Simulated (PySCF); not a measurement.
**The bond of GaS+, level by level, part 1 of 2**

One job finds the state of GaS+, follows it along the bond with each method and fits the curves.

Computed with PySCF 2.14.0. Level: Ga cc-pVDZ-PP with ECP10, S cc-pV(D+d)Z, scalar-relativistic core potentials.

## Step 1: Input

A driver script around PySCF takes these settings:

```
atoms                         : Ga, S
charge                        : 1
basis                         : Ga cc-pVDZ-PP with ECP10, S cc-pV(D+d)Z
Hamiltonian                   : scalar-relativistic core potentials
basis functions               : 46
electrons treated             : 36
masses in u                   : 68.9256, 31.9721
levels                        : PBE0, PBE, r²SCAN, TPSSh, r²SCANh, PBEsol, HF, MP2, SCS-MP2, CCSD, CCSD(T)
grid                          : 80 radial by 434 angular points
occupations                   : held fixed by the projection of orbital angular momentum
dissociation limit            : Ga+ + S, each in its ground configuration
starting distance in angstrom : 2.290
values of 2S to try           : 0, 2
```

After the search, every level is run at each distance in turn; below they are sorted by level.

## Step 2: State search with unrestricted PBE0

Unrestricted PBE0 solutions at 2.290 Å, counted from the lowest. The search isn't exhaustive.

```csv
2Ms+1,unpaired,term,E (eV),⟨S²⟩,⟨Lz²⟩,μ (D)
3,"σ ↑, π ↑",³Π,0.00,2.01,1.01,-1.52
1,"σ ↓, π ↑",not assigned,0.22,1.01,1.01,-1.64
3,π ↑↑,³Σ⁻,0.62,2.01,0.00,1.71
1,π ↑↓,not assigned,1.05,1.01,2.02,1.71
1,none,¹Σ⁺,1.21,0.00,0.00,-3.66
1,none,not assigned,2.46,0.00,2.00,1.79
3,σ ↑↑,³Σ⁺,4.05,2.02,0.00,-3.41
3,"σ ↑, π ↑↑↓",not assigned,4.68,3.01,3.02,2.45
```

A term symbol stands only where ⟨S²⟩ and ⟨Lz²⟩ are near those of a pure state. A positive dipole points from Ga to S; in an ion it is taken about the centre of mass and does not tell which atom is negative.

The most promising solutions are followed along the bond (rough minima from three points):

```
2Ms+1  unpaired  R at minimum (Å)  energy at minimum (eV)
    3      π ↑↑              2.94                    0.00
    3  σ ↑, π ↑              2.35                    0.21
    1      π ↑↓              2.94                    0.44
    1  σ ↓, π ↑              2.30                    0.44
    1      none     not bracketed                  ≤ 1.17
```

The search made 8 SCF attempts at the starting distance; with the short scans it took 12 s of wall time (1 thread, shared host).

## Step 3: First curve: PBE0

State followed: ³Σ⁻ (triplet), unpaired electrons π ↑↑. The scan is laid around 2.940 Å.

Output of the SCF at 2.940 Å:

```text
******** <class 'pyscf.dft.uks_symm.SymAdaptedUKS'> ********
method = SymAdaptedUKS
initial guess = minao
damping factor = 0
level_shift factor = 0
DIIS = <class 'pyscf.scf.diis.CDIIS'>
diis_start_cycle = 1
diis_space = 10
diis_damp = 0
SCF conv_tol = 1e-09
SCF conv_tol_grad = None
SCF max_cycles = 60
direct_scf = False
max_memory 909 MB (current use 296 MB)
number electrons alpha = 19  beta = 17
XC library pyscf.dft.libxc version 7.0.0
    S. Lehtola, C. Steigemann, M. J.T. Oliveira, and M. A.L. Marques.,  SoftwareX 7, 1–5 (2018)
XC functionals = PBE0
    C. Adamo and V. Barone.,  J. Chem. Phys. 110, 6158 (1999)
    M. Ernzerhof and G. E. Scuseria.,  J. Chem. Phys. 110, 5029 (1999)
small_rho_cutoff = 0
Overwritten attributes  get_hcore get_k get_occ get_jk get_j  of <class 'pyscf.dft.uks_symm.SymAdaptedUKS'>
Set gradient conv threshold to 3.16228e-05
init E= -657.171308735735
cycle= 1 E= -657.176273044956  delta_E= -0.00496  |g|= 0.005  |ddm|= 0.0534
cycle= 2 E= -657.176288314117  delta_E= -1.53e-05  |g|= 0.0038  |ddm|= 0.0392
cycle= 3 E= -657.176301113656  delta_E= -1.28e-05  |g|= 0.000225  |ddm|= 0.016
cycle= 4 E= -657.176301154017  delta_E= -4.04e-08  |g|= 6.51e-05  |ddm|= 0.000924
cycle= 5 E= -657.176301157842  delta_E= -3.82e-09  |g|= 1.29e-05  |ddm|= 0.000271
cycle= 6 E= -657.1763011581  delta_E= -2.58e-10  |g|= 3.24e-06  |ddm|= 7.35e-05
Extra cycle  E= -657.176301158126  delta_E= -2.65e-11  |g|= 1.34e-06  |ddm|= 2.45e-05
converged SCF energy = -657.176301158126  <S^2> = 2.0068328  2S+1 = 3.0045517
```

Points of the scan, energies from the lowest:

| R (Å) | E (eV) | μ (D) | Mulliken charge of Ga (e) | Mayer bond order | ⟨S²⟩ | HOMO (eV) | LUMO (eV) |
| --- | --- | --- | --- | --- | --- | --- | --- |
| 2.5284 | 0.2414 | 0.65 | 0.67 | 0.54 | 2.01 | -13.21 | -10.94 |
| 2.6460 | 0.1041 | 0.16 | 0.71 | 0.49 | 2.01 | -13.20 | -10.61 |
| 2.7636 | 0.0309 | -0.30 | 0.74 | 0.45 | 2.01 | -13.15 | -10.31 |
| 2.8518 | 0.0061 | -0.64 | 0.76 | 0.42 | 2.01 | -13.07 | -10.11 |
| 2.9400 | 0.0000 | -0.96 | 0.78 | 0.39 | 2.01 | -12.97 | -9.91 |
| 3.0282 | 0.0078 | -1.27 | 0.80 | 0.37 | 2.01 | -12.86 | -9.73 |
| 3.1458 | 0.0330 | -1.67 | 0.81 | 0.34 | 2.01 | -12.69 | -9.51 |
| 3.2928 | 0.0791 | -2.14 | 0.83 | 0.31 | 2.01 | -12.46 | -9.25 |
| 3.4692 | 0.1442 | -2.69 | 0.85 | 0.28 | 2.01 | -12.18 | -8.96 |
| 3.7044 | 0.2327 | -3.39 | 0.88 | 0.23 | 2.01 | -11.82 | -8.62 |

The fit gives Re = 2.930 Å, ωe = 150.9 cm⁻¹, ωexe = 1.11 cm⁻¹, αe = 0.000795 cm⁻¹, Be = 0.08990 cm⁻¹, De = 0.68 eV, μ = -0.92 D.

Orbitals nearest the gap at 2.940 Å:

| spin | orbital | ε (eV) | filled | made of |
| --- | --- | --- | --- | --- |
| β | π | -29.66 | yes | Ga d 100 % |
| β | σ | -29.65 | yes | Ga d 100 % |
| α | σ | -26.20 | yes | S s 99 % |
| β | σ | -23.25 | yes | S s 98 % |
| α | σ | -16.54 | yes | Ga s 81 %, S p 17 % |
| β | σ | -16.41 | yes | Ga s 87 %, S p 11 % |
| α | π | -15.13 | yes | S p 99 % |
| α | π | -15.13 | yes | S p 99 % |
| α | σ | -13.67 | yes | S p 74 %, Ga s 19 % |
| β | σ | -12.97 | yes | S p 77 %, Ga s 12 %, Ga p 10 % |
| β | π | -9.91 | no | S p 94 % |
| β | π | -9.91 | no | S p 94 % |
| α | π | -7.32 | no | Ga p 99 % |
| α | π | -7.32 | no | Ga p 99 % |

Polarisability there: 60.3 bohr³ along the bond, 27.8 across it. Without diffuse functions these come out too small, above all across the bond.

## Step 4: Excited determinants

State 2: ³Π (triplet), unpaired electrons σ ↑, π ↑, an excited solution.

Output of the SCF at 2.940 Å:

```text
******** <class 'pyscf.dft.uks_symm.SymAdaptedUKS'> ********
method = SymAdaptedUKS
initial guess = minao
damping factor = 0
level_shift factor = 0
DIIS = <class 'pyscf.scf.diis.CDIIS'>
diis_start_cycle = 1
diis_space = 10
diis_damp = 0
SCF conv_tol = 1e-09
SCF conv_tol_grad = None
SCF max_cycles = 60
direct_scf = False
max_memory 909 MB (current use 340 MB)
number electrons alpha = 19  beta = 17
XC library pyscf.dft.libxc version 7.0.0
    S. Lehtola, C. Steigemann, M. J.T. Oliveira, and M. A.L. Marques.,  SoftwareX 7, 1–5 (2018)
XC functionals = PBE0
    C. Adamo and V. Barone.,  J. Chem. Phys. 110, 6158 (1999)
    M. Ernzerhof and G. E. Scuseria.,  J. Chem. Phys. 110, 5029 (1999)
small_rho_cutoff = 0
Set gradient conv threshold to 3.16228e-05
init E= -657.152800620256
cycle= 1 E= -657.160246155783  delta_E= -0.00745  |g|= 0.00377  |ddm|= 0.0513
cycle= 2 E= -657.160260607195  delta_E= -1.45e-05  |g|= 0.00289  |ddm|= 0.028
cycle= 3 E= -657.160268732825  delta_E= -8.13e-06  |g|= 0.000432  |ddm|= 0.0126
cycle= 4 E= -657.160269576409  delta_E= -8.44e-07  |g|= 0.000201  |ddm|= 0.00526
cycle= 5 E= -657.160269681026  delta_E= -1.05e-07  |g|= 7.57e-05  |ddm|= 0.00203
cycle= 6 E= -657.160269689854  delta_E= -8.83e-09  |g|= 2.14e-05  |ddm|= 0.000525
cycle= 7 E= -657.160269690526  delta_E= -6.72e-10  |g|= 3.95e-06  |ddm|= 0.000156
Extra cycle  E= -657.160269690539  delta_E= -1.26e-11  |g|= 2.12e-06  |ddm|= 1.85e-05
converged SCF energy = -657.160269690539  <S^2> = 2.0071232  2S+1 = 3.004745
```

No constants are quoted: the lowest point is the short end of the scan.

State 3: Ms = 0 determinant of mixed spin (⟨S²⟩ = 1.01), unpaired electrons π ↑↓, an excited solution.

The SCF at the reference distance, 2.940 Å, printed:

```text
******** <class 'pyscf.dft.uks_symm.SymAdaptedUKS'> ********
method = SymAdaptedUKS
initial guess = minao
damping factor = 0
level_shift factor = 0
DIIS = <class 'pyscf.scf.diis.CDIIS'>
diis_start_cycle = 1
diis_space = 10
diis_damp = 0
SCF conv_tol = 1e-09
SCF conv_tol_grad = None
SCF max_cycles = 60
direct_scf = False
max_memory 909 MB (current use 313 MB)
number electrons alpha = 18  beta = 18
XC library pyscf.dft.libxc version 7.0.0
    S. Lehtola, C. Steigemann, M. J.T. Oliveira, and M. A.L. Marques.,  SoftwareX 7, 1–5 (2018)
XC functionals = PBE0
    C. Adamo and V. Barone.,  J. Chem. Phys. 110, 6158 (1999)
    M. Ernzerhof and G. E. Scuseria.,  J. Chem. Phys. 110, 5029 (1999)
small_rho_cutoff = 0
Set gradient conv threshold to 3.16228e-05
init E= -657.155159058033
cycle= 1 E= -657.160115050499  delta_E= -0.00496  |g|= 0.00496  |ddm|= 0.0534
cycle= 2 E= -657.160130044351  delta_E= -1.5e-05  |g|= 0.0038  |ddm|= 0.0394
cycle= 3 E= -657.160142986372  delta_E= -1.29e-05  |g|= 0.000224  |ddm|= 0.0161
cycle= 4 E= -657.160143025812  delta_E= -3.94e-08  |g|= 6.11e-05  |ddm|= 0.000919
cycle= 5 E= -657.160143028766  delta_E= -2.95e-09  |g|= 9.77e-06  |ddm|= 0.000234
cycle= 6 E= -657.16014302882  delta_E= -5.43e-11  |g|= 1.28e-06  |ddm|= 2.56e-05
Extra cycle  E= -657.160143028821  delta_E= -1.48e-12  |g|= 6.84e-07  |ddm|= 8.03e-06
converged SCF energy = -657.160143028821  <S^2> = 1.0090065  2S+1 = 2.2441092
```

Re = 2.929 Å, ωe = 150.8 cm⁻¹; the determinant mixes terms (⟨S²⟩ = 1.01, ⟨Lz²⟩ = 2.02), so these belong to no real state. Its minimum lies 0.44 eV above that of the lowest state.

State 4: Ms = 0 determinant of mixed spin (⟨S²⟩ = 1.01), unpaired electrons σ ↓, π ↑, an excited solution.

Output of the SCF at 2.940 Å:

```text
******** <class 'pyscf.dft.uks_symm.SymAdaptedUKS'> ********
method = SymAdaptedUKS
initial guess = minao
damping factor = 0
level_shift factor = 0
DIIS = <class 'pyscf.scf.diis.CDIIS'>
diis_start_cycle = 1
diis_space = 10
diis_damp = 0
SCF conv_tol = 1e-09
SCF conv_tol_grad = None
SCF max_cycles = 60
direct_scf = False
max_memory 909 MB (current use 313 MB)
number electrons alpha = 18  beta = 18
XC library pyscf.dft.libxc version 7.0.0
    S. Lehtola, C. Steigemann, M. J.T. Oliveira, and M. A.L. Marques.,  SoftwareX 7, 1–5 (2018)
XC functionals = PBE0
    C. Adamo and V. Barone.,  J. Chem. Phys. 110, 6158 (1999)
    M. Ernzerhof and G. E. Scuseria.,  J. Chem. Phys. 110, 5029 (1999)
small_rho_cutoff = 0
Set gradient conv threshold to 3.16228e-05
init E= -657.138499497241
cycle= 1 E= -657.146449878679  delta_E= -0.00795  |g|= 0.00405  |ddm|= 0.0536
cycle= 2 E= -657.146467318037  delta_E= -1.74e-05  |g|= 0.00315  |ddm|= 0.0289
cycle= 3 E= -657.146476732211  delta_E= -9.41e-06  |g|= 0.0005  |ddm|= 0.0133
cycle= 4 E= -657.146477883314  delta_E= -1.15e-06  |g|= 0.000245  |ddm|= 0.00609
cycle= 5 E= -657.146478021949  delta_E= -1.39e-07  |g|= 8.12e-05  |ddm|= 0.0023
cycle= 6 E= -657.146478034427  delta_E= -1.25e-08  |g|= 2.16e-05  |ddm|= 0.000662
cycle= 7 E= -657.146478035258  delta_E= -8.3e-10  |g|= 4.59e-06  |ddm|= 0.000173
Extra cycle  E= -657.146478035277  delta_E= -1.94e-11  |g|= 2.47e-06  |ddm|= 2.14e-05
converged SCF energy = -657.146478035277  <S^2> = 1.0128142  2S+1 = 2.2475002
```

No constants are quoted: the lowest point is the short end of the scan.

Energy (eV) from the lowest point of the lowest state:

```csv
R (Å),lowest,state 2,state 3,state 4
2.528,0.241,0.270,0.679,0.563
2.646,0.104,0.321,0.542,0.645
2.764,0.031,0.371,0.470,0.720
2.852,0.006,0.405,0.445,0.769
2.940,0.000,0.436,0.440,0.812
3.028,0.008,0.465,0.448,0.849
3.146,0.033,0.499,0.473,0.891
3.293,0.079,0.535,0.519,0.935
3.469,0.144,0.571,0.583,0.977
3.704,0.233,0.608,0.671,1.019
```

## Step 5: PBE

Output of the SCF at 2.940 Å:

```text
******** <class 'pyscf.dft.uks_symm.SymAdaptedUKS'> ********
method = SymAdaptedUKS
initial guess = minao
damping factor = 0
level_shift factor = 0
DIIS = <class 'pyscf.scf.diis.CDIIS'>
diis_start_cycle = 1
diis_space = 10
diis_damp = 0
SCF conv_tol = 1e-09
SCF conv_tol_grad = None
SCF max_cycles = 60
direct_scf = False
max_memory 909 MB (current use 313 MB)
number electrons alpha = 19  beta = 17
XC library pyscf.dft.libxc version 7.0.0
    S. Lehtola, C. Steigemann, M. J.T. Oliveira, and M. A.L. Marques.,  SoftwareX 7, 1–5 (2018)
XC functionals = PBE
    J. P. Perdew, K. Burke, and M. Ernzerhof.,  Phys. Rev. Lett. 77, 3865 (1996)
    J. P. Perdew, K. Burke, and M. Ernzerhof.,  Phys. Rev. Lett. 78, 1396 (1997)
    J. P. Perdew, K. Burke, and M. Ernzerhof.,  Phys. Rev. Lett. 77, 3865 (1996)
    J. P. Perdew, K. Burke, and M. Ernzerhof.,  Phys. Rev. Lett. 78, 1396 (1997)
small_rho_cutoff = 0
Set gradient conv threshold to 3.16228e-05
init E= -657.185984522268
cycle= 1 E= -657.187112674037  delta_E= -0.00113  |g|= 0.0229  |ddm|= 0.158
cycle= 2 E= -657.187220672002  delta_E= -0.000108  |g|= 0.0159  |ddm|= 0.089
cycle= 3 E= -657.187384748691  delta_E= -0.000164  |g|= 0.00341  |ddm|= 0.0593
cycle= 4 E= -657.187395486996  delta_E= -1.07e-05  |g|= 0.000321  |ddm|= 0.0152
cycle= 5 E= -657.18739559671  delta_E= -1.1e-07  |g|= 4.92e-05  |ddm|= 0.0017
cycle= 6 E= -657.187395599119  delta_E= -2.41e-09  |g|= 6.77e-06  |ddm|= 0.000193
cycle= 7 E= -657.187395599163  delta_E= -4.46e-11  |g|= 2.27e-06  |ddm|= 3.75e-05
Extra cycle  E= -657.187395599163  delta_E= 1.14e-13  |g|= 2.36e-06  |ddm|= 1.62e-05
converged SCF energy = -657.187395599163  <S^2> = 2.0058982  2S+1 = 3.0039296
```

Re = 2.930 Å, ωe = 153.3 cm⁻¹, ωexe = 1.08 cm⁻¹, αe = 0.000771 cm⁻¹, Be = 0.08993 cm⁻¹, De = 0.78 eV, μ = -0.66 D.

## Step 6: r²SCAN (meta-GGA)

The SCF at the reference distance, 2.940 Å, printed:

```text
******** <class 'pyscf.dft.uks_symm.SymAdaptedUKS'> ********
method = SymAdaptedUKS
initial guess = minao
damping factor = 0
level_shift factor = 0
DIIS = <class 'pyscf.scf.diis.CDIIS'>
diis_start_cycle = 1
diis_space = 10
diis_damp = 0
SCF conv_tol = 1e-09
SCF conv_tol_grad = None
SCF max_cycles = 60
direct_scf = False
max_memory 909 MB (current use 313 MB)
number electrons alpha = 19  beta = 17
XC library pyscf.dft.libxc version 7.0.0
    S. Lehtola, C. Steigemann, M. J.T. Oliveira, and M. A.L. Marques.,  SoftwareX 7, 1–5 (2018)
XC functionals = R2SCAN
    J. W. Furness, A. D. Kaplan, J. Ning, J. P. Perdew, and J. Sun.,  J. Phys. Chem. Lett. 11, 8208-8215 (2020)
    J. W. Furness, A. D. Kaplan, J. Ning, J. P. Perdew, and J. Sun.,  J. Phys. Chem. Lett. 11, 9248-9248 (2020)
    J. W. Furness, A. D. Kaplan, J. Ning, J. P. Perdew, and J. Sun.,  J. Phys. Chem. Lett. 11, 8208-8215 (2020)
    J. W. Furness, A. D. Kaplan, J. Ning, J. P. Perdew, and J. Sun.,  J. Phys. Chem. Lett. 11, 9248-9248 (2020)
small_rho_cutoff = 0
Set gradient conv threshold to 3.16228e-05
init E= -657.211279868739
cycle= 1 E= -657.212355862821  delta_E= -0.00108  |g|= 0.0164  |ddm|= 0.191
cycle= 2 E= -657.212424536282  delta_E= -6.87e-05  |g|= 0.0121  |ddm|= 0.098
cycle= 3 E= -657.212546707971  delta_E= -0.000122  |g|= 0.00216  |ddm|= 0.057
cycle= 4 E= -657.212550596651  delta_E= -3.89e-06  |g|= 0.000294  |ddm|= 0.0091
cycle= 5 E= -657.212550767239  delta_E= -1.71e-07  |g|= 0.000108  |ddm|= 0.00237
cycle= 6 E= -657.212550788239  delta_E= -2.1e-08  |g|= 4.45e-05  |ddm|= 0.000737
cycle= 7 E= -657.212550791231  delta_E= -2.99e-09  |g|= 8.98e-06  |ddm|= 0.000292
cycle= 8 E= -657.212550791451  delta_E= -2.2e-10  |g|= 1.73e-06  |ddm|= 9.96e-05
Extra cycle  E= -657.212550791457  delta_E= -5.23e-12  |g|= 1.24e-06  |ddm|= 1.84e-05
converged SCF energy = -657.212550791457  <S^2> = 2.0107491  2S+1 = 3.0071575
```

Re = 2.905 Å, ωe = 155.8 cm⁻¹, ωexe = 1.11 cm⁻¹, αe = 0.000779 cm⁻¹, Be = 0.09146 cm⁻¹, De = 0.73 eV, μ = -0.62 D.

(Continued in part 2 of 2.)
